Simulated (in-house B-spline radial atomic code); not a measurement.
**Nd⁵³⁺: ionisation energy by several methods**

Aim: the ionisation energy of Nd⁵³⁺ by several methods, each as the difference of two self-consistent energies (Nd⁵³⁺ and the next ion, [He] 2s2 2p2).

The numbers are computed with in-house B-spline radial atomic code version 1 (scalar-relativistic (X2C), several functionals, spin-polarised; spherical all-electron atom at the radial basis limit), except any that are marked as measured or tabulated.

**1. What is computed**

```
element       : neodymium (Z = 60)
charge        : +53
electrons     : 7
configuration : [He] 2s2 2p3
nucleus       : Fermi, rms radius 4.912 fm
```

The outer shells:

[He] 2s2 2p3
```
[He] core
2s [↑↓]
2p [↑ ][↑ ][↑ ]
```

Where spins are not typed, each open shell is filled with up spins first.

**2. revTPSS, a meta-GGA**

Settings of the run:

```ini
Z = 60
electrons = 7.0
configuration = [He] 2s2 2p3
hamiltonian = x2c
method = revtpss,revtpss
spin_polarised = True
nucleus = fermi
rms_radius = 4.9123
mass_number = 142
atomic_mass = 141.907728824
speed_of_light = 137.035999084
```

**3. M06-L, a meta-GGA**

The settings differ from step 2 so:

```diff
@@ -4,3 +4,3 @@
 hamiltonian = x2c
-method = revtpss,revtpss
+method = m06l
 spin_polarised = True
```

**4. LDA (VWN5)**

The settings differ from step 3 so:

```diff
@@ -4,3 +4,3 @@
 hamiltonian = x2c
-method = m06l
+method = lda,vwn
 spin_polarised = True
```

Before running: The tabulated ionisation energy is 10555 ± 5 eV (tabulated theoretical; NIST Atomic Spectra Database). What does each method give, and which comes nearest?

The runs gave:

| method | rung | total energy (hartree) | ΔSCF (eV) | −ε highest (eV) | ΔSCF less tabulated (eV) |
| --- | --- | --- | --- | --- | --- |
| LDA (VWN5) | LDA | -5858.4372 | 10772.0 | 10638.0 (2p up) | +217.0 |
| revTPSS | meta-GGA | -5865.3092 | 10777.6 | 10644.2 (2p up) | +222.6 |
| M06-L | meta-GGA | -5865.7061 | 10791.6 | 10661.5 (2p up) | +236.6 |

**Reading.** Against the tabulated ionisation energy, 10555 ± 5 eV (tabulated theoretical; NIST Atomic Spectra Database), the best here is LDA (VWN5) (+217.0 eV) and the worst M06-L (+236.6 eV, or 2.2 %). All methods miss on the same side by much the same amount, which points to something that they share. Relativistic terms that these runs lack can be as large as the gaps between close methods, so the nearest may be so by luck. Spin-orbit coupling is left out. Open shells are averaged (over orientations, and over spins where the run is restricted), while tables refer to the lowest levels.

Members of this set that are not shown: 4 used exact exchange with fractional occupations of an open shell, which is unsound here.
